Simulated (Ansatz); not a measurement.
# Hf5N5O2: the cost of one run

Program: Ansatz 0.2.0. Level of theory: DFT r2SCAN, scalar-relativistic, plane waves, PAW. These are calculated values, not measurements.

## Step 1: The system as given

The structure is monoclinic, space group C2/m (No. 12). Conventional cell: a = 10.419 Å, b = 3.067 Å, c = 9.117 Å, α = 90.00°, β = 105.47°, γ = 90.00°. Around Hf (site symmetry m) lie 5 N at 2.17 to 2.22 Å and 1 O at 2.18 Å. Around Hf (site symmetry m) lie 2 O at 2.22 Å and 5 N at 2.28 to 2.41 Å. Hf (site symmetry 2/m) is surrounded by 2 O at 2.11 Å and 4 N at 2.19 Å. Around N (site symmetry 2/m) lie 4 Hf at 2.17 Å. N (site symmetry m) has 5 Hf at 2.19 to 2.41 Å in its first shell of neighbours. N (site symmetry m) has 5 Hf at 2.21 to 2.30 Å in its first shell of neighbours. O (site symmetry m) has 4 Hf at 2.11 to 2.22 Å in its first shell of neighbours.

Structure file:

```
CELL_PARAMETERS angstrom
5.20957 -1.53374 0.00000
5.20957 1.53374 0.00000
-2.43206 0.00000 8.78668
ATOMIC_POSITIONS crystal
Hf 0.11405 0.11405 0.42335
Hf 0.70228 0.70228 0.80693
Hf 0.29772 0.29772 0.19307
Hf 0.88595 0.88595 0.57665
Hf 0.00000 0.00000 0.00000
N 0.50000 0.50000 0.50000
N 0.65528 0.65528 0.05189
N 0.73854 0.73854 0.35209
N 0.26146 0.26146 0.64791
N 0.34472 0.34472 0.94811
O 0.04499 0.04499 0.78712
O 0.95501 0.95501 0.21288
```

The structure comes from the Materials Project (structure only).

(A quick probe on a coarse mesh, which set the mesh and smearing, is not shown.)

## Step 3: Full relaxation

File input.yaml:

```yaml
crystal:
  lattice:
    - [5.209571, -1.53374, 0.0]
    - [5.209571, 1.53374, 0.0]
    - [-2.432064, 0.0, 8.786681]
  atoms:
    - { symbol: Hf, position: [0.114046, 0.114046, 0.423353] }
    - { symbol: Hf, position: [0.702277, 0.702277, 0.806931] }
    - { symbol: Hf, position: [0.297723, 0.297723, 0.193069] }
    - { symbol: Hf, position: [0.885954, 0.885954, 0.576647] }
    - { symbol: Hf, position: [0.0, 0.0, 0.0] }
    - { symbol: "N", position: [0.5, 0.5, 0.5] }
    - { symbol: "N", position: [0.655282, 0.655282, 0.051894] }
    - { symbol: "N", position: [0.738538, 0.738538, 0.352093] }
    - { symbol: "N", position: [0.261462, 0.261462, 0.647907] }
    - { symbol: "N", position: [0.344718, 0.344718, 0.948106] }
    - { symbol: O, position: [0.044991, 0.044991, 0.787117] }
    - { symbol: O, position: [0.955009, 0.955009, 0.212883] }
basis:
  ecutwfc: 500
kpoints:
  mp_grid: { grid: [12, 12, 4] }
hamiltonian:
  xc: r2scan
scf:
  occupations: { method: gaussian, width: 0.1 }
output:
  forces: true
  stress: true
  eigenvalues: true
  write_density: true
  write_potential: true
  elf: true
  volumetric_format: npy
relax:
  adjacent_minimum: "off"
  f_tol: 0.005
  max_steps: 80
  cell: { stress_tol: 0.05 }
```

Launch:

```console
> ansatz run input.yaml --threads 2 --pin off --max-ram 5120MiB --backend cpu --events-out ev --progress --plain --runs-dir out
```

**Question.** How long does this run take on 2 threads of Oxide Virtual Turin-like (Zen 5), shared host, and how much memory does it need?

About 17 min, with a peak of 2.4 GiB.
